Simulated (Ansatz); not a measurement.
**CH6AlBOSi: up Jacob's ladder to CCSD(T)**

An exercise on one series of results from a longer session: the logs are not shown, and one member is left open.

Program: Ansatz 0.2.0, Gaussian basis. Level of theory: functionals in def2-TZVPP, the program's frozen cores in correlated methods. These are calculated values, not measurements.

Plan: LDA (SPW92), PBE-D4, revPBE-D4, BLYP-D4, r2SCAN-D4, B97M-V, PBE0-D4, B3LYP-D4, r2SCANh-D4, r2SCAN0-D4, HSE06-D4, BHLYP-D4, CAM-B3LYP-D4, LC-ωPBE, ωB97X-V, ωB97M-V, B2PLYP, PBE-QIDH; CCSD(T)/def2-SVP; CCSD(T)/def2-TZVPP; MP2/def2-QZVPP; extrapolation to the limit; RPA on PBE.

## Structure used throughout

All runs share one geometry, relaxed beforehand with PBE0-D4 in a triple-zeta def2 set.

11 atoms, charge 0, spin multiplicity 1.

Atoms are counted from 1 here; the program's logs count them from 0.

Bond lengths: B1–Si2 1.863 Å, B1–Al3 2.244 Å, B1–H6 1.198 Å, B1–H7 1.207 Å, Si2–Al3 2.687 Å, Si2–H8 1.488 Å, Si2–H9 1.486 Å, Al3–C4 1.945 Å, Al3–O5 1.952 Å, Al3–H10 1.576 Å, C4–O5 1.251 Å, C4–H11 1.104 Å. Angles: Si2–B1–Al3 81.2°, Si2–B1–H6 119.5°, Si2–B1–H7 120.2°, Al3–B1–H6 99.7°, Al3–B1–H7 85.6°, H6–B1–H7 120.2°, B1–Si2–Al3 55.6°, B1–Si2–H8 125.2°, B1–Si2–H9 124.5°, Al3–Si2–H8 100.4°, Al3–Si2–H9 109.9°, H8–Si2–H9 109.5°, B1–Al3–Si2 43.2°, B1–Al3–C4 128.4°, B1–Al3–O5 110.9°, B1–Al3–H10 115.4°, Si2–Al3–C4 97.3°, Si2–Al3–O5 105.8° and more.

Set-up of the first run:

Input file in.yaml:

```yaml
crystal:
  periodic: [false, false, false]
  atoms:
    - {symbol: B, position_ang: [-1.359030, 0.116298, 1.033243]}
    - {symbol: Si, position_ang: [0.238126, -0.644769, 1.616073]}
    - {symbol: Al, position_ang: [-0.020084, 0.808926, -0.628636]}
    - {symbol: C, position_ang: [1.166178, -0.251333, -1.747447]}
    - {symbol: O, position_ang: [-0.013379, -0.476152, -2.097724]}
    - {symbol: H, position_ang: [-1.701630, 1.177204, 1.471579]}
    - {symbol: H, position_ang: [-2.004700, -0.418084, 0.164016]}
    - {symbol: H, position_ang: [0.849697, -1.884449, 1.065655]}
    - {symbol: H, position_ang: [1.197989, 0.015760, 2.538759]}
    - {symbol: H, position_ang: [-0.250019, 2.292958, -1.107894]}
    - {symbol: H, position_ang: [1.962252, -0.793359, -2.287125]}
basis:
  gaussian: {orbitals: def2-TZVPP}
hamiltonian: {xc: lda}
output: {orbitals: {seedname: orbitals}}
```

Launch:

```console
> ansatz run in.yaml --threads 4 --pin off --events-out ev --progress --plain --max-ram 10444MiB
```

Steps of the session up to this table: LDA; PBE-D4 (GGA); revPBE-D4 (GGA); BLYP-D4 (GGA); r2SCAN-D4 (meta-GGA); B97M-V (meta-GGA); PBE0-D4 (hybrid); B3LYP-D4 (hybrid); r2SCANh-D4 (hybrid); r2SCAN0-D4 (hybrid); HSE06-D4 (hybrid); BHLYP-D4 (hybrid); CAM-B3LYP-D4 (range-separated); LC-ωPBE (range-separated); ωB97X-V (range-separated); ωB97M-V (range-separated); B2PLYP (double hybrid); PBE-QIDH (double hybrid).

One of the session's tables, all rows but one given; the rest of the session is left out.

It belongs to the step «Orbital energies across the functionals». 

```
  functional  HOMO (eV)  LUMO (eV)  gap (eV)
 LDA (SPW92)      -6.05      -3.74      2.31
      PBE-D4      -5.92      -3.46      2.46
   revPBE-D4      -5.87      -3.36      2.51
     BLYP-D4      -5.76      -3.28      2.48
   r2SCAN-D4      -6.10      -3.24      2.86
      B97M-V          ?          ?         ?
     PBE0-D4      -6.90      -2.31      4.59
    B3LYP-D4      -6.70      -2.52      4.19
  r2SCANh-D4      -6.48      -2.81      3.66
  r2SCAN0-D4      -7.02      -2.21      4.81
    HSE06-D4      -6.52      -2.70      3.82
    BHLYP-D4      -7.70      -1.16      6.54
CAM-B3LYP-D4      -8.06      -1.11      6.96
     LC-ωPBE      -9.31      -0.04      9.26
     ωB97X-V      -9.01      -0.08      8.92
     ωB97M-V      -8.85      -0.24      8.61
```

Estimate the missing values for B97M-V.

As computed: HOMO (eV): -6.20; LUMO (eV): -3.13; gap (eV): 3.07. In the column «HOMO (eV)» it lies between r2SCANh-D4 (-6.48) and r2SCAN-D4 (-6.10).
